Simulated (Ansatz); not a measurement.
# Bi4Te3: the cost of one run

Program: Ansatz 0.2.0. Level of theory: DFT PBEsol, scalar-relativistic, plane waves, PAW. These are calculated values, not measurements.

## 1. The system as given

It takes space group R-3m (No. 166, trigonal). Conventional cell: a = 4.451 Å, b = 4.451 Å, c = 41.888 Å, α = 90.00°, β = 90.00°, γ = 120.00°. Bi (site symmetry 3m) is surrounded by 6 Te at 3.12 to 3.33 Å. Bi (site symmetry 3m) has 3 Bi at 3.10 Å and 3 Te at 3.40 Å as nearest neighbours. Te (site symmetry -3m) has 6 Bi at 3.33 Å as nearest neighbours. Te (site symmetry 3m) is surrounded by 6 Bi at 3.12 to 3.40 Å.

Coordinates:

```cif
data_structure
_symmetry_space_group_name_H-M 'R-3m:H'
_symmetry_Int_Tables_number 166
_cell_length_a 4.4510
_cell_length_b 4.4510
_cell_length_c 41.8880
_cell_angle_alpha 90.000
_cell_angle_beta 90.000
_cell_angle_gamma 120.000
_cell_volume 718.68
loop_
_atom_site_label
_atom_site_type_symbol
_atom_site_symmetry_multiplicity
_atom_site_Wyckoff_symbol
_atom_site_fract_x
_atom_site_fract_y
_atom_site_fract_z
_atom_site_occupancy
Bi1 Bi 6 c 0.66667 0.33333 0.05050 1
Bi2 Bi 6 c 0.00000 0.00000 0.14600 1
Te1 Te 3 a 0.00000 0.00000 0.00000 1
Te2 Te 6 c 0.33333 0.66667 0.09270 1
```

The structure comes from the Crystallography Open Database.

(A quick probe on a coarse mesh, which set the mesh and smearing, is not shown.)

## 3. Relaxing cell and atoms

input.yaml

```yaml
crystal:
  lattice:
    - [2.2255002009, 1.2848931401, 13.96267]
    - [-2.2255002009, 1.2848931401, 13.96267]
    - [0.0, -2.5697862801, 13.96267]
  atoms:
    - { symbol: Bi, position: [0.7171666667, 0.7171666667, 0.7171666667] }
    - { symbol: Bi, position: [0.2828333333, 0.2828333333, 0.2828333333] }
    - { symbol: Bi, position: [0.146, 0.146, 0.146] }
    - { symbol: Bi, position: [0.854, 0.854, 0.854] }
    - { symbol: Te, position: [0.0, 0.0, 0.0] }
    - { symbol: Te, position: [0.4260333333, 0.4260333333, 0.4260333333] }
    - { symbol: Te, position: [0.5739666667, 0.5739666667, 0.5739666667] }
basis:
  ecutwfc: 420
kpoints:
  mp_grid: { grid: [12, 12, 12] }
hamiltonian:
  xc: pbesol
scf:
  occupations: { method: gaussian, width: 0.01 }
output:
  forces: true
  stress: true
  eigenvalues: true
  write_density: true
  write_potential: true
  elf: true
  volumetric_format: npy
relax:
  adjacent_minimum: "off"
  f_tol: 0.005
  max_steps: 80
  cell: { stress_tol: 0.05 }
```

Command:

```console
$ ansatz run input.yaml --threads 2 --pin off --max-ram 5120MiB --backend cpu --events-out ev --progress --plain --runs-dir out
```

Q: Estimate wall time and peak memory on 2 threads of Arm Neoverse V2, shared host.

About 11 min, with a peak of 1.9 GiB.
